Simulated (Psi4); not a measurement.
# InHCl (SMILES [Cl][InH]): a chain of runs

Wanted: a geometry optimisation (doublet InHCl, UPBEh-3c/def2-mSVP), then the energy (singlet InHCl+, PBEh-3c/def2-mSVP), then a structure relaxation (singlet InHCl+, PBEh-3c/def2-mSVP) of ClHIn. 

The results are computed with Psi4 1.11.

**1. The molecule**

InHCl has 3 atoms, charge 0, and is taken as a doublet. As SMILES, `[Cl][InH]`. All atoms were displaced at random from a relaxed shape. The run starts from this shape.

Bond lengths: Cl1–In2 2.491 Å, In2–H3 1.586 Å. Angles: Cl1–In2–H3 114.9°.

**2. A geometry optimisation at UPBEh-3c/def2-mSVP (density fitting, core potential) (run 1)**

Input file input.inp:

```
memory 1.6 GB

molecule {
  0 2
  Cl    -1.670750     0.351162    -0.942246
  In     0.492071     0.474658     0.287919
  H      1.170637    -0.927397     0.585682
}

set reference uks

optimize('pbeh-3c')
print_variables()
```

On the command line:

```sh
$ psi4 input.inp input.out -n 1
```

input.out:

```text
Psi4 1.11 release

gradient() will perform analytic gradient computation.

   => Loading Basis Set <=

    Name: DEF2-MSVP
    Role: ORBITAL
    Keyword: BASIS

    !!!  WARNING: ECP capability is in beta. Please check occupations closely.  !!!

   => PBEH3C: Empirical Dispersion <=

        s6 =       1.000000
        s8 =       0.000000
        a1 =       0.486000
        a2 =       4.500000

         ---------------------------------------------------------
                                   SCF
                              UKS Reference
                        1 Threads,   1525 MiB Core
         ---------------------------------------------------------

  ==> Geometry <==

    Molecular point group: cs
    Full point group: Cs

    Geometry (in Angstrom), charge = 0, multiplicity = 2:

       Center              X                  Y                   Z               Mass
    ------------   -----------------  -----------------  -----------------  -----------------
         CL          -1.916433871137    -0.085630042110     0.000000000000    34.968852682000
         IN           0.571749663576     0.038041154486     0.000000000000   114.903878776000
         H            1.308996739197    -1.366002859439     0.000000000000     1.007825032230

  Running in cs symmetry.

  Rotational constants: A =      8.21021  B =      0.10036  C =      0.09915 [cm^-1]
  Rotational constants: A = 246135.95453  B =   3008.75538  C =   2972.42064 [MHz]
  Nuclear repulsion =   85.431562515800792

  Charge       = 0
  Multiplicity = 2
  Electrons    = 39
  Nalpha       = 20
  Nbeta        = 19

  ==> Algorithm <==

  SCF Algorithm Type is DF.
  DIIS enabled.
  MOM disabled.
  Fractional occupation disabled.
  Guess Type is SAD.
  Energy threshold   = 1.00e-08
  Density threshold  = 1.00e-08
  Integral threshold = 1.00e-12

  ==> Primary Basis <==

  Basis Set: DEF2-MSVP
    Blend: DEF2-MSVP
    Number of shells: 20
    Number of basis functions: 46
    Number of Cartesian functions: 49
    Spherical Harmonics?: true
    Max angular momentum: 2

  Core potential: DEF2-MSVP
    Number of shells: 4
    Number of ECP primitives: 18
    Number of ECP core electrons: 28
    Max angular momentum: 3

  ==> DFT Potential <==

   => LibXC <=

    Version 7.1.2

   => Composite Functional: PBEH3C <=

    PBE Hybrid based 3C composite method with a small basis set, gCP and D3(BJ)

    Deriv               =              1
    GGA                 =           TRUE
    Meta                =          FALSE

    Exchange Hybrid     =           TRUE
    MP2 Hybrid          =          FALSE

   => Exchange Functionals <=

    0.5800     XC_GGA_X_PBE

   => Exact (HF) Exchange <=

    0.4200               HF

   => Correlation Functionals <=

    1.0000     XC_GGA_C_PBE

   => LibXC Density Thresholds  <==

    XC_GGA_C_PBE:  1.00E-12
    XC_GGA_X_PBE:  1.00E-15

   => Molecular Quadrature <=

    Radial Scheme          =       TREUTLER
    Pruning Scheme         =           NONE
    Nuclear Scheme         =       TREUTLER

    Blocking Scheme        =         OCTREE
    BS radius alpha        =              1
    Pruning alpha          =              1
    Radial Points          =             75
    Spherical Points       =            302
    Total Points           =          64646
    Total Blocks           =            553
    Max Points             =            256
    Max Functions          =             46
    Weights Tolerance      =       1.00E-15

   => Loading Basis Set <=

    Name: (DEF2-MSVP AUX)
    Role: JKFIT
    Keyword: DF_BASIS_SCF

  ==> Integral Setup <==

  DFHelper Memory: AOs need 0.007 GiB; user supplied 1.047 GiB.
  SCF_SUBTYPE=INCORE selected. In-core MEM_DF algorithm will be used.
  Using in-core AOs.

  ==> MemDFJK: Density-Fitted J/K Matrices <==

    J tasked:                   Yes
    K tasked:                   Yes
    wK tasked:                   No
    Memory [MiB]:              1071
    Algorithm:                 Core
    Schwarz Cutoff:           1E-12
    Mask sparsity (%):       0.6616
    Fitting Condition:        1E-10

   => Auxiliary Basis Set <=

  Basis Set: (DEF2-MSVP AUX)
    Blend: DEF2-UNIVERSAL-JKFIT
    Number of shells: 90
    Number of basis functions: 364
    Number of Cartesian functions: 484
    Spherical Harmonics?: true
    Max angular momentum: 5

  Cached 100.0% of DFT collocation blocks in 0.071 [GiB].

  Minimum eigenvalue in the overlap matrix is 3.6338193031E-02.
  Reciprocal condition number of the overlap matrix is 1.0755582756E-02.
    Using symmetric orthogonalization.

  ==> Pre-Iterations <==

  SCF Guess: Superposition of Atomic Densities via on-the-fly atomic UHF (no occupation information).

   -------------------------
    Irrep   Nso     Nmo
   -------------------------
     A'        33      33
     A"        13      13
   -------------------------
    Total      46      46
   -------------------------

  ==> Iterations <==

                           Total Energy        Delta E     RMS |[F,P]|

[... 2 lines left out ...]
   @DF-UKS iter   2:  -650.42414461642318   -2.43675e-02   6.24367e-03 DIIS/ADIIS
[... 3 lines left out ...]
   @DF-UKS iter   6:  -650.45104955792124   -5.93175e-06   1.52413e-05 DIIS
[... 3 lines left out ...]
   @DF-UKS iter  10:  -650.45105016472780   -6.24595e-10   1.43068e-07 DIIS
[... 11 lines left out ...]
   @Spin Contamination Metric:   4.887178574E-03
[... 3 lines left out ...]
   @S   Observed:                5.000000000E-01
[... 52 lines left out ...]
    One-Electron Energy =               -1141.6605134389405976
[... 3 lines left out ...]
    VV10 Nonlocal Energy =                  0.0000000000000000
[... 26 lines left out ...]
 Dipole Z            :          0.0000000            0.0000000            0.0000000
[... 124 lines left out ...]
	   Step    Total Energy     Delta E     Max Force     RMS Force      Max Disp      RMS Disp   ~
[... 130 lines left out ...]
                           Total Energy        Delta E     RMS |[F,P]|
[... 4 lines left out ...]
   @DF-UKS iter   3:  -650.46140076258428   -5.42137e-04   8.99515e-05 DIIS
[... 3 lines left out ...]
   @DF-UKS iter   7:  -650.46141684474424   -9.84394e-08   1.07321e-06 DIIS
[... 3 lines left out ...]
   @DF-UKS iter  11:  -650.46141684700854   -2.04636e-12   5.07368e-09 DIIS
[... 11 lines left out ...]
   @S^2 Observed:                7.575134704E-01
[... 10 lines left out ...]
  @DF-UKS Final Energy:  -650.46141684700854
[... 6 lines left out ...]
    DFT Exchange-Correlation Energy =     -26.6702093582135831
[... 26 lines left out ...]
 Dipole X            :         35.7636446          -34.6008968            1.1627478
[... 82 lines left out ...]
	                                 ==> Convergence Check <==
[... 72 lines left out ...]
    Weights Tolerance      =       1.00E-15
[... 34 lines left out ...]
   @DF-UKS iter   2:  -650.46145833269179   -4.95247e-06   9.47990e-05 DIIS
[... 3 lines left out ...]
   @DF-UKS iter   6:  -650.46146516684530   -2.54045e-09   2.79115e-07 DIIS
[... 3 lines left out ...]
  Energy and wave function converged.
[... 11 lines left out ...]
   @S   Expected:                5.000000000E-01
[... 13 lines left out ...]
    Nuclear Repulsion Energy =             88.5942567097777243
[... 3 lines left out ...]
    Empirical Dispersion Energy =           0.0039197012450185
[... 26 lines left out ...]
 Dipole Y            :          5.2618728           -5.0500901            0.2117826
[... 83 lines left out ...]
	Measures of convergence in internal coordinates in au.
[... 90 lines left out ...]
                           Total Energy        Delta E     RMS |[F,P]|
[... 4 lines left out ...]
   @DF-UKS iter   3:  -650.46147012534095   -2.16247e-07   2.19983e-06 DIIS
[... 3 lines left out ...]
   @DF-UKS iter   7:  -650.46147013539144   -4.08136e-11   3.70656e-08 DIIS
[... 11 lines left out ...]
   @Spin Contamination Metric:   7.660335829E-03
[... 3 lines left out ...]
   @S   Observed:                5.000000000E-01
[... 13 lines left out ...]
    One-Electron Energy =               -1147.6753098420554124
[... 3 lines left out ...]
    VV10 Nonlocal Energy =                  0.0000000000000000
[... 26 lines left out ...]
 Dipole Z            :          0.0000000            0.0000000            0.0000000
[... 87 lines left out ...]
	   Step    Total Energy     Delta E     Max Force     RMS Force      Max Disp      RMS Disp
[... 71 lines left out ...]
   @DF-UKS iter   1:  -650.46147056130030   -1.69395e-04   3.53511e-06 DIIS
[... 3 lines left out ...]
   @DF-UKS iter   5:  -650.46147058338579   -3.59819e-10   1.13228e-07 DIIS
[... 11 lines left out ...]
   @Spin Contamination Metric:   7.688936977E-03
[... 3 lines left out ...]
   @S   Observed:                5.000000000E-01
[... 52 lines left out ...]
    One-Electron Energy =               -1147.6729019162848999
[... 3 lines left out ...]
    VV10 Nonlocal Energy =                  0.0000000000000000
[... 26 lines left out ...]
 Dipole Z            :          0.0000000            0.0000000            0.0000000
[... 2 lines left out ...]
 ------------------------------------------------------------------------------------

	total time  =          3 seconds =       0.05 minutes

         ------------------------------------------------------------
                                   SCF GRAD
         ------------------------------------------------------------

  ==> Geometry <==

    Molecular point group: cs
    Full point group: Cs

    Geometry (in Angstrom), charge = 0, multiplicity = 2:

       Center              X                  Y                   Z               Mass
    ------------   -----------------  -----------------  -----------------  -----------------
         CL          -1.823167270592    -0.137747803019     0.000000000000    34.968852682000
         IN           0.542597039787     0.055009616272     0.000000000000   114.903878776000
         H            1.396634505988    -1.492258676311     0.000000000000     1.007825032230

  Nuclear repulsion =   88.453724545401883

   => Molecular Quadrature <=

    Radial Scheme          =       TREUTLER
    Pruning Scheme         =           NONE
    Nuclear Scheme         =       TREUTLER

    Blocking Scheme        =         OCTREE
    BS radius alpha        =              1
    Pruning alpha          =              1
    Radial Points          =             75
    Spherical Points       =            302
    Total Points           =          64663
    Total Blocks           =            551
    Max Points             =            255
    Max Functions          =             46
    Weights Tolerance      =       1.00E-15

  -Total Gradient:
     Atom            X                  Y                   Z
    ------   -----------------  -----------------  -----------------
       1        0.000029526877     0.000027772919     0.000000000000
       2        0.000053776483    -0.000101076867     0.000000000000
       3       -0.000049091338     0.000100238362     0.000000000000

	total time  =          1 seconds =       0.02 minutes

    			-----------------------------------------

    			 OPTKING 3.0: for geometry optimizations

    			        with contributions from

    			-----------------------------------------

	                            ===> Fragment 1 <==

	 Z (Atomic Numbers)          Masses                          Geom
	      17.000000            34.968853         -3.44528682 -0.26030562  0.00000000
	      49.000000            114.903879         1.02535980  0.10395311  0.00000000
	       1.000000             1.007825          2.63925671 -2.81996021  0.00000000

	 - Coordinate -           - BOHR/RAD -       - ANG/DEG -
	 R(1,2)           =         4.485462           2.373604
	 R(2,3)           =         3.339750           1.767320
	 B(1,2,3)         =         1.993848         114.239099

	        --- Internal Coordinate Step in ANG or DEG, aJ/ANG or AJ/DEG ---
	-------------------------------------------------------------------------------
	           Coordinate      Previous         Force          Change          New
	           ----------      --------        ------          ------        ------
	               R(1,2)       2.37360        0.00013        0.00008       2.37368
	               R(2,3)       1.76732        0.00095        0.00041       1.76773
	             B(1,2,3)     114.23910       -0.00000       -0.00483     114.23427
	-------------------------------------------------------------------------------

	                                 ==> Convergence Check <==

	Measures of convergence in internal coordinates in au.

	Criteria marked as inactive (o), active & met (*), and active & unmet ( ).

	----------------------------------------------------------------------------------------------
	   Step    Total Energy     Delta E     Max Force     RMS Force      Max Disp      RMS Disp
	----------------------------------------------------------------------------------------------
	  Convergence Criteria     1.00e-06 *    3.00e-04 *             o    1.20e-03 *             o
	----------------------------------------------------------------------------------------------
	     5    -650.46147058   -4.48e-07 *    1.15e-04 *    6.73e-05 o    7.77e-04 *    4.60e-04 o  ~
	----------------------------------------------------------------------------------------------

Next Geometry in Ang
	Fragment 1 (Ang)

	   Cl  -1.8232701929  -0.1377353682   0.0000000000
	   In   0.5425615955   0.0551901865   0.0000000000
	    H   1.3967728726  -1.4924516813   0.0000000000

    Final optimized geometry and variables:
    Molecular point group: cs
    Full point group: Cs

    Geometry (in Angstrom), charge = 0, multiplicity = 2:

    CL          -1.823167270592    -0.137747803019     0.000000000000
    IN           0.542597039787     0.055009616272     0.000000000000
    H            1.396634505988    -1.492258676311     0.000000000000

  Variable Map:
  ----------------------------------------------------------------------------
  "CURRENT ENERGY"                      =>    -650.461470583426
  "CURRENT REFERENCE ENERGY"            =>    -650.461470583426
  "DD SOLVATION ENERGY"                 =>       0.000000000000
  "DFT FUNCTIONAL TOTAL ENERGY"         =>    -650.465392157141
  "DFT TOTAL ENERGY"                    =>    -650.461470583426
  "DFT VV10 ENERGY"                     =>       0.000000000000
  "DFT XC ENERGY"                       =>     -26.670690455080
  "DISPERSION CORRECTION ENERGY"        =>      -0.000666336885
  "GRID ELECTRONS ALPHA"                =>      19.999995086935
  "GRID ELECTRONS BETA"                 =>      18.999996837167
  "GRID ELECTRONS TOTAL"                =>      38.999991924102
  "NUCLEAR REPULSION ENERGY"            =>      88.453724545402
  "ONE-ELECTRON ENERGY"                 =>   -1147.672901916285
  "OPTIMIZATION ITERATIONS"             =>       5.000000000000
  "PBEH3C DISPERSION CORRECTION ENERGY" =>      -0.000666336885
  "PCM POLARIZATION ENERGY"             =>       0.000000000000
  "PE ENERGY"                           =>       0.000000000000
  "SCF ITERATION ENERGY"                =>    -650.461470583426
  "SCF ITERATIONS"                      =>       7.000000000000
  "SCF TOTAL ENERGY"                    =>    -650.461470583426
  "TWO-ELECTRON ENERGY"                 =>     435.424475668822
  "XC GRID RADIAL POINTS"               =>      75.000000000000
  "XC GRID SPHERICAL POINTS"            =>     302.000000000000
  "XC GRID TOTAL POINTS"                =>   64663.000000000000

  Array Variable Map:
  ----------------------------------------------------------------------------
  "-D GRADIENT"                         =>       0.000626511225 ... 0.000000000000 3 by 3
  "CURRENT DIPOLE"                      =>       1.131520972291 ... 0.000000000000 1 by 3
  "CURRENT GRADIENT"                    =>       0.000029526877 ... 0.000000000000 3 by 3
  "DFT TOTAL GRADIENT"                  =>       0.000029526877 ... 0.000000000000 3 by 3
  "DISPERSION CORRECTION GRADIENT"      =>      -0.000042565960 ... 0.000000000000 3 by 3
  "PBEH3C DISPERSION CORRECTION GRADIENT" =>      -0.000042565960 ... 0.000000000000 3 by 3
  "SCF DIPOLE"                          =>       1.131520972291 ... 0.000000000000 1 by 3
  "SCF TOTAL ENERGIES"                  =>    -650.461301166645 ... -650.461470583426 1 by 8
  "SCF TOTAL GRADIENT"                  =>       0.000029526877 ... 0.000000000000 3 by 3

    Psi4 run time: 0:00:27.40

[set-up sections that repeat, and orbital energies of the middle runs, are left out above]
```

On the terminal:

```text
Optimizer: Optimization complete!
```

Wall time 29 s (1 thread of Intel Xeon Platinum 8259CL at 2.50GHz (Skylake/Cascade Lake), shared host); peak memory 0.33 GiB.

Step by step:

| step | energy from the first frame kept (eV) | largest force (eV/Å) |
| --- | --- | --- |
| 0 | 0.0000 | 3.3022 |
| 1 | -0.2821 | 0.2124 |
| 2 | -0.2834 | 0.0477 |
| 3 | -0.2835 | 0.0170 |
| 4 | -0.2836 | 0.0059 |

After the run. Bond lengths: Cl1–In2 2.374 Å, In2–H3 1.767 Å. Angles: Cl1–In2–H3 114.2°.

**3. The singlet cation: the energy at PBEh-3c/def2-mSVP (density fitting, core potential) (run 2)**

Input file input.dat:

```
memory 1.6 GB

molecule system {
  1 1
  Cl    -1.588193     0.299118    -0.898764
  In     0.466248     0.491602     0.274359
  H      1.250235    -1.053474     0.622960
  symmetry c1
}


energy_value, wavefunction = energy('pbeh-3c', return_wfn=True)
print_variables()
```

On the command line:

```sh
$ psi4 -n 1 input.dat output.dat
```

output.dat (excerpt; [...] marks lines left out):

```text
[...]
    !!!  WARNING: ECP capability is in beta. Please check occupations closely.  !!!
[...]
  Running in c1 symmetry.
[...]
  Nuclear repulsion =   88.453730670520940
[...]
  Multiplicity = 1
[...]
  Nalpha       = 19
  Nbeta        = 19
[...]
    Number of basis functions: 46
[...]
   @DF-RKS iter   1:  -650.09124629551161   -7.46001e-01   5.48335e-03 DIIS/ADIIS
[...]
   @DF-RKS iter   8:  -650.14100629532948   -4.19882e-08   8.82482e-07 DIIS
[...]
    Orbital Energies [Eh]
    ---------------------
    Doubly Occupied:
       1A   -102.505936     2A     -9.970041     3A     -7.656712
       4A     -7.649698     5A     -7.649649     6A     -5.182148
       7A     -3.548098     8A     -3.547126     9A     -3.539902
      10A     -1.163027    11A     -1.155492    12A     -1.154236
      13A     -1.149590    14A     -1.148026    15A     -1.071292
      16A     -0.706492    17A     -0.599134    18A     -0.567800
      19A     -0.565703
[...]
  @DF-RKS Final Energy:  -650.14100629532948
   => Energetics <=
    Nuclear Repulsion Energy =             88.4537306705209403
    One-Electron Energy =               -1137.6558952929046882
    Two-Electron Energy =                 425.5374508195303065
    DFT Exchange-Correlation Energy =     -26.4802140656877185
    Empirical Dispersion Energy =           0.0039215732117049
    VV10 Nonlocal Energy =                  0.0000000000000000
    Total Energy =                       -650.1410062953295892
[...]
 Multipole Moments:
 ------------------------------------------------------------------------------------
     Multipole            Electronic (a.u.)      Nuclear  (a.u.)        Total (a.u.)
 ------------------------------------------------------------------------------------
 L = 1.  Multiply by 2.5417464519 to convert [e a0] to [Debye]
 Dipole X            :         36.1025111          -34.3980616            1.7044495
 Dipole Y            :          5.4983124           -5.0621347            0.4361776
 Dipole Z            :          0.0000000            0.0000000            0.0000000
 Magnitude           :                                                    1.7593746
[...]
```

Wall time 6.9 s (1 thread of Intel Xeon Platinum 8259CL at 2.50GHz (Skylake/Cascade Lake), shared host); peak memory 0.28 GiB.

(Part 1 of 2 ends here.)
